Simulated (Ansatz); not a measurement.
# Fe: the cost of one run

Computed with Ansatz 0.2.0 (DFT PBEsol, scalar-relativistic, plane waves, PAW, unless a step's input says otherwise).

## 1. The system as given

It takes space group Cmcm (No. 63, orthorhombic). Conventional cell: a = 2.414 Å, b = 4.256 Å, c = 3.874 Å, α = 90.00°, β = 90.00°, γ = 90.00°. Fe (site symmetry m2m) has 12 Fe at 2.39 to 2.45 Å as nearest neighbours.

Coordinates:

```cif
data_structure
_symmetry_space_group_name_H-M 'P 1'
_symmetry_Int_Tables_number 1
_cell_length_a 2.4145
_cell_length_b 3.8741
_cell_length_c 4.2557
_cell_angle_alpha 90.000
_cell_angle_beta 90.000
_cell_angle_gamma 90.000
_cell_volume 39.81
loop_
_atom_site_label
_atom_site_type_symbol
_atom_site_fract_x
_atom_site_fract_y
_atom_site_fract_z
_atom_site_occupancy
Fe1 Fe 0.00000 0.75000 0.66361 1
Fe2 Fe 0.50000 0.25000 0.83639 1
Fe3 Fe 0.50000 0.75000 0.16361 1
Fe4 Fe 0.00000 0.25000 0.33639 1
```

This cell comes from an earlier session at PBEsol: 9.952 Å³/atom at 0.00 GPa, on a 18×12×10 mesh. The large moments point both ways and cancel.

## 2. Volume × 0.96

Input file input.yaml:

```yaml
crystal:
  lattice:
    - [-2.3818476031, 0.0, 0.0]
    - [0.0, 0.0, -3.8217312722]
    - [0.0, -4.1981794678, 0.0]
  atoms:
    - { symbol: Fe, position: [0.0, -0.25, -0.3363869028], spin: 0.92 }
    - { symbol: Fe, position: [-0.5, -0.75, -0.1636132695], spin: -0.92 }
    - { symbol: Fe, position: [0.5, -0.25, 0.1636132695], spin: -0.92 }
    - { symbol: Fe, position: [0.0, -0.75, 0.3363869028], spin: 0.92 }
basis:
  ecutwfc: 420
  ecutrho_ratio: 4
kpoints:
  mp_grid: { grid: [18, 12, 10] }
hamiltonian:
  xc: pbesol
scf:
  occupations: { method: gaussian, width: 0.05 }
output:
  forces: true
  stress: true
  eigenvalues: true
  populations: true
magnetization:
  spin_polarized: true
relax:
  f_tol: 0.01
  max_steps: 40
  cell: { stress_tol: 0.1, fix: [volume] }
```

The run is started by

```bash
$ ansatz run input.yaml --threads 1 --pin off --max-ram 2560MiB --backend cpu --events-out ev --progress --plain --runs-dir out
```

Q: Estimate wall time and peak memory on 1 thread of Intel Xeon at 2.70GHz, shared host.

About 6.9 min, with a peak of 1.2 GiB.
